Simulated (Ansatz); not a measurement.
**UHSE06/STO-3G run of AlH2O2 (SMILES [OH][Al][OH])**

Aim: the electronic atomisation energy of AlH2O2 at UHSE06/STO-3G, from 4 runs. 

Program for the calculation: Ansatz 0.2.0.

52 further runs of the same task are left out: 3 that didn't finish, 49 set aside as unsound or not needed.

**1. The system as given**

The species is AlH2O2 (5 atoms), meant as a doublet with charge 0. As SMILES, `[OH][Al][OH]`. Geometry: relaxed at PBE0-D4/def2-TZVP. This is one conformer, not always the lowest.

Bond lengths: O1–Al2 1.696 Å, Al2–O3 1.703 Å, O1–H4 0.958 Å, O3–H5 0.956 Å. Angles: O1–Al2–O3 119.0°, Al2–O1–H4 122.5°, Al2–O3–H5 123.1°.

**2. A single-point energy at UHSE06/STO-3G**

The input, run.yaml:

```yaml
crystal:
  periodic: [false, false, false]
  atoms:
    - {symbol: O, position_ang: [-1.573500, -0.324600, -0.237500]}
    - {symbol: Al, position_ang: [0.018500, -0.825100, 0.065000]}
    - {symbol: O, position_ang: [1.249400, 0.348300, 0.160000]}
    - {symbol: H, position_ang: [-1.809700, 0.595800, -0.359200]}
    - {symbol: H, position_ang: [2.165100, 0.131800, 0.330400]}
basis:
  gaussian:
    orbitals: STO-3G
magnetization:
  spin_polarized: true
  initial_magnetization: 1
hamiltonian:
  xc: {name: HSE06}
accuracy: high
```

On the command line:

```console
ansatz run run.yaml --threads 1 --pin off --max-ram 2610MiB --events-out events.jsonl --progress --plain --runs-dir runs
```

Standard output:

```text
Warning: RAYON_NUM_THREADS=1 ignored (pool sized by the plan → 1); use --threads N
Functional definition: HSE06
  name "HSE06"
  parameter a = 0.25
  parameter omega = 0.11/bohr
  exchange = pbe_x - a*pbe_x_sr(omega) + a*exact_x_sr(omega)
  correlation = pbe_c
380 factors; integrals over basis functions are off by at most 3.2e-8 eV
58 factors; integrals over basis functions are off by at most 8.9e-10 eV
mean field evaluation 1: about -10575.0235 eV, gradient 2.2e1 eV
mean field evaluation 2: about -10568.9884 eV, gradient 3.9e1 eV
mean field evaluation 4: about -10578.4504 eV, gradient 2.2e0 eV
mean field evaluation 8: about -10578.4794 eV, gradient 2.5e-2 eV
mean field evaluation 16: about -10578.4794 eV, gradient 1.4e-6 eV
mean field -10578.47944957 eV, -388.7519494206 hartree, gradient 3.0e-8 eV, S^2 0.753089; 0 other end points of the search recorded, 0 dependent functions left out
reference -10578.47945159 eV, -388.7519494950 hartree; 16, 15 occupied and 5, 6 virtual orbitals, 380 factors
Total energy: -10578.47945159 eV, -388.7519494950 hartree
```

Run time: 2.7 s. Hardware: 1 thread of Arm Neoverse V1, shared host; peak memory 0.13 GiB.

**3. The Al atom, same level**

The input, run.yaml:

```yaml
crystal:
  periodic: [false, false, false]
  atoms:
    - symbol: Al
      position_ang: [0.000000, 0.000000, 0.000000]
basis:
  gaussian: {orbitals: STO-3G}
hamiltonian: {xc: {name: HSE06}}
accuracy: high
magnetization: {spin_polarized: true, initial_magnetization: 1}
```

Run the same way, it converges to -239.20137 Eh (log not shown).

**4. The H atom, same level**

The input, molecule.yaml:

```yaml
crystal:
  periodic: [false, false, false]
  atoms:
    - symbol: H
      position_ang: [0.000000, 0.000000, 0.000000]
basis:
  gaussian: {orbitals: STO-3G}
magnetization: {spin_polarized: true, initial_magnetization: 1}
hamiltonian: {xc: {name: HSE06}}
accuracy: high
```

On the command line:

```console
ansatz run molecule.yaml --threads 1 --pin off --max-ram 2610MiB --events-out events.jsonl --progress --plain --runs-dir runs
```

Standard output, cut to the lines that bear on the results:

```text
Warning: RAYON_NUM_THREADS=1 ignored (pool sized by the plan → 1); use --threads N
[... 6 set-up lines as earlier in the session ...]
1 factors; integrals over basis functions are off by at most 4.6e-10 eV
1 factors; integrals over basis functions are off by at most 1.8e-10 eV
mean field evaluation 1: about -12.6861 eV, gradient 0.0e0 eV
mean field evaluation 2: about -12.6860 eV, gradient 0.0e0 eV
mean field -12.68600353 eV, -0.4662020310 hartree, gradient 0.0e0 eV, S^2 0.750000; 0 other end points of the search recorded, 0 dependent functions left out
reference -12.68600463 eV, -0.4662020713 hartree; 1, 0 occupied and 0, 1 virtual orbitals, 1 factors
Total energy: -12.68600463 eV, -0.4662020713 hartree
```

Run time: 0.14 s. Hardware: 1 thread of Arm Neoverse V1, shared host.

**5. The O atom**

The input, in.yaml:

```yaml
crystal:
  periodic: [false, false, false]
  atoms:
    - {symbol: O, position_ang: [0.000000, 0.000000, 0.000000]}
basis:
  gaussian:
    orbitals: STO-3G
magnetization:
  spin_polarized: true
  initial_magnetization: 2
accuracy: high
hamiltonian:
  xc: hse06
```

On the command line:

```console
ansatz run in.yaml --threads 1 --pin off --max-ram 2610MiB --events-out events.jsonl --progress --plain --runs-dir runs
```

Standard output, cut to the lines that bear on the results:

```text
Warning: RAYON_NUM_THREADS=1 ignored (pool sized by the plan → 1); use --threads N
[... 6 set-up lines as earlier in the session ...]
15 factors; integrals over basis functions are off by at most 1.1e-9 eV
13 factors; integrals over basis functions are off by at most 2.1e-10 eV
mean field evaluation 1: about -2012.9169 eV, gradient 2.9e-12 eV
mean field evaluation 2: about -2012.9168 eV, gradient 1.2e-11 eV
mean field -2012.91678991 eV, -73.9733276250 hartree, gradient 0.0e0 eV, S^2 2.000000; 0 other end points of the search recorded, 0 dependent functions left out
reference -2012.91679039 eV, -73.9733276426 hartree; 5, 3 occupied and 0, 2 virtual orbitals, 15 factors
Total energy: -2012.91679039 eV, -73.9733276426 hartree
```

Wall time 0.28 s (1 thread of Arm Neoverse V1, shared host).

**6. Results**

At UHSE06/STO-3G:

| quantity | value |
| --- | --- |
| molecule: total energy | -388.75195 Eh |
| molecule: ⟨S²⟩ | 0.753 |
| Al atom: total energy | -239.20137 Eh |
| Al atom: ⟨S²⟩ | 0.750 |
| H atom: total energy | -0.46620 Eh |
| H atom: ⟨S²⟩ | 0.750 |
| O atom: total energy | -73.97333 Eh |
| O atom: ⟨S²⟩ | 2.000 |
| electronic atomisation energy | 18.273 eV |

**Reading.** Taking the molecule apart into free atoms costs 18.27 eV (421 kcal/mol), before zero-point energy and without spin-orbit coupling. In a minimal basis such a difference can be off by several eV, whatever the method.
